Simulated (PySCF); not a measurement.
# GaF⁺: changing the method

Starting from one script, swap the method and compare what comes out for GaF⁺.

Program: PySCF 2.14.0. Level of theory: each script names its method and basis. These are calculated values, not measurements.

2 further runs of the same task are left out: 2 that didn't finish.

**1. Where the work starts**

GaF⁺: 2 atoms, charge 1, spin multiplicity 2.

Bond lengths: Ga1–F2 1.920 Å.

**2. The run that the others are compared with**

File input.py:

```python
from pyscf import gto, scf, mcscf

mol = gto.M(
    atom='Ga 0 0 0; F 0 0 1.92',
    basis='jorge-dzp-dkh',
    charge=1,
    spin=1,
    verbose=4,
)
mf = scf.ROHF(mol)
mf = mf.sfx2c1e()
mf = mf.density_fit(auxbasis='def2-universal-jkfit')
mf.kernel()
mc = mcscf.CASSCF(mf, 6, 5)
mc.kernel()
mc.analyze()
mf.dip_moment()
print('orbital energies (hartree):', mf.mo_energy[..., max(0, mol.nelec[1]-3):mol.nelec[0]+3].round(4))
```

On the command line:

```console
$ OMP_NUM_THREADS=1 python input.py
```

**3. Geometry optimisation**

Edit 1 changes step after the SCF: casscf → optimize.

File input.py:

```python
from pyscf import gto, scf
from pyscf.geomopt.geometric_solver import optimize

mol = gto.M(
    atom='Ga 0 0 0; F 0 0 1.92',
    basis='jorge-dzp-dkh',
    charge=1,
    spin=1,
    verbose=4,
)
mf = scf.ROHF(mol)
mf = mf.sfx2c1e()
mf = mf.density_fit(auxbasis='def2-universal-jkfit')
mf.kernel()
mol_eq = optimize(mf, maxsteps=30)
print('optimised geometry (angstrom)')
print(mol_eq.tostring('raw'))
print('orbital energies (hartree):', mf.mo_energy[..., max(0, mol.nelec[1]-3):mol.nelec[0]+3].round(4))
```

**4. Population analysis**

Edit 2 changes step after the SCF: casscf → analyze.

File input.py:

```python
from pyscf import gto, scf

mol = gto.M(
    atom='Ga 0 0 0; F 0 0 1.92',
    basis='jorge-dzp-dkh',
    charge=1,
    spin=1,
    verbose=4,
)
mf = scf.ROHF(mol)
mf = mf.sfx2c1e()
mf = mf.density_fit(auxbasis='def2-universal-jkfit')
mf.kernel()
mf.analyze()
print('orbital energies (hartree):', mf.mo_energy[..., max(0, mol.nelec[1]-3):mol.nelec[0]+3].round(4))
```

**5. B3lyp5 (ROKS)**

Edit 3 changes functional: none (Hartree–Fock) → b3lyp5; SCF type: ROHF → ROKS; step after the SCF: casscf → analyze.

File input.py:

```python
from pyscf import gto, dft

mol = gto.M(
    atom='Ga 0 0 0; F 0 0 1.92',
    basis='jorge-dzp-dkh',
    charge=1,
    spin=1,
    verbose=4,
)
mf = dft.ROKS(mol, xc='b3lyp5')
mf = mf.sfx2c1e()
mf = mf.density_fit(auxbasis='def2-universal-jkfit')
mf.kernel()
mf.analyze()
print('orbital energies (hartree):', mf.mo_energy[..., max(0, mol.nelec[1]-3):mol.nelec[0]+3].round(4))
```

**6. Scan (ROKS)**

Edit 4 changes functional: none (Hartree–Fock) → scan; SCF type: ROHF → ROKS; step after the SCF: casscf → analyze.

File input.py:

```python
from pyscf import gto, dft

mol = gto.M(
    atom='Ga 0 0 0; F 0 0 1.92',
    basis='jorge-dzp-dkh',
    charge=1,
    spin=1,
    verbose=4,
)
mf = dft.ROKS(mol, xc='scan')
mf = mf.sfx2c1e()
mf = mf.density_fit(auxbasis='def2-universal-jkfit')
mf.kernel()
mf.analyze()
print('orbital energies (hartree):', mf.mo_energy[..., max(0, mol.nelec[1]-3):mol.nelec[0]+3].round(4))
```

What does the calculation give? Wanted: for each run, E(SCF); from base; after the SCF.

As calculated:

```csv
run,E(SCF) (hartree),from base (eV),cycles,after the SCF
base,-2041.327381,0,11,CASSCF correlation -1.284 eV
geometry optimisation,-2041.327381,0.0000,11,"bond 1.673 Å, -0.716 eV"
population analysis,-2041.327381,0.0000,11,n/a
b3lyp5 (ROKS),-2043.275107,not comparable,12,n/a
scan (ROKS),-2043.498786,not comparable,13,n/a
```

SCF columns refer to the geometry typed in the script.

A lower total energy from another functional means nothing by itself.
